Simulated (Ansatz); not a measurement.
# Rh: the cost of one run

Program: Ansatz 0.2.0, driven from Python. Level of theory: DFT LDA, plane waves, PAW. These are calculated values, not measurements.

This is Rh in the hcp structure; at room conditions it is fcc.

## Step 1: The system

It takes space group P6_3/mmc (No. 194, hexagonal). The conventional cell has a = 2.731 Å, b = 2.731 Å, c = 4.428 Å, α = 90.00°, β = 90.00°, γ = 120.00°. Rh (site symmetry -6m2) is surrounded by 12 Rh at 2.72 to 2.73 Å.

The script holds or builds the structure itself.

## Step 2: The script

Input file run_smear.py:

```python
'''How the energy of Rh depends on the smearing.'''

from dataclasses import dataclass

import ansatz as az
import matplotlib.pyplot as plt


@dataclass(frozen=True)
class Settings:
    cutoff_ev: int = 510
    kmesh: tuple[int, ...] = (11, 11, 6)


cfg = Settings()


def main() -> None:
    rh = (
        az.Lattice.from_parameters(2.730979, 2.730979, 4.428489, alpha=90.0, beta=90.0, gamma=120.0)
        .atom('Rh', (2 / 3, 1 / 3, 0.75))
        .atom('Rh', (1 / 3, 2 / 3, 0.25))
    )

    base = (
        rh.calculation()
        .functional(az.Functional.LDA)
        .basis(cfg.cutoff_ev)
        .kpoints(mesh=cfg.kmesh)
    )

    rows = []
    for value in [0.25, 0.15, 0.1, 0.05, 0.025]:
        rep = base.occupations('gaussian', width=value).run(threads=1, pin='off').report
        rows.append((value, rep['free_energy_ev'] / len(rep['lattice']['sites']), rep['n_iterations'], rep['n_kpoints']))

    print('  width (eV)   F/atom (eV)    iterations      k-points')
    for row in rows:
        print(f'{str(row[0]):>12s}  {row[1]:12.5f}  {row[2]:12d}  {row[3]:12d}')

    # the last row is the reference
    for row in rows[:-1]:
        shift = 1000 * (row[1] - rows[-1][1])
        print(f'{row[0]}: {shift:+.2f} meV/atom' + ('  (within 5 meV)' if abs(shift) < 5 else ''))
    plt.figure(figsize=(4.5, 3))
    plt.plot([str(row[0]) for row in rows], [1000 * (row[1] - rows[-1][1]) for row in rows], 'o-')
    plt.xlabel('width (eV)')
    plt.ylabel('F - F(last) (meV/atom)')
    plt.tight_layout()
    plt.savefig('smear.png', dpi=100)


if __name__ == '__main__':
    main()
```

## Step 3: Launch

Launch:

```bash
> python run_smear.py
```

**Question.** How long does this script take on 1 thread of Arm Neoverse V2, shared host, and how much memory does it need?

About 11 s, with a peak of 0.41 GiB.
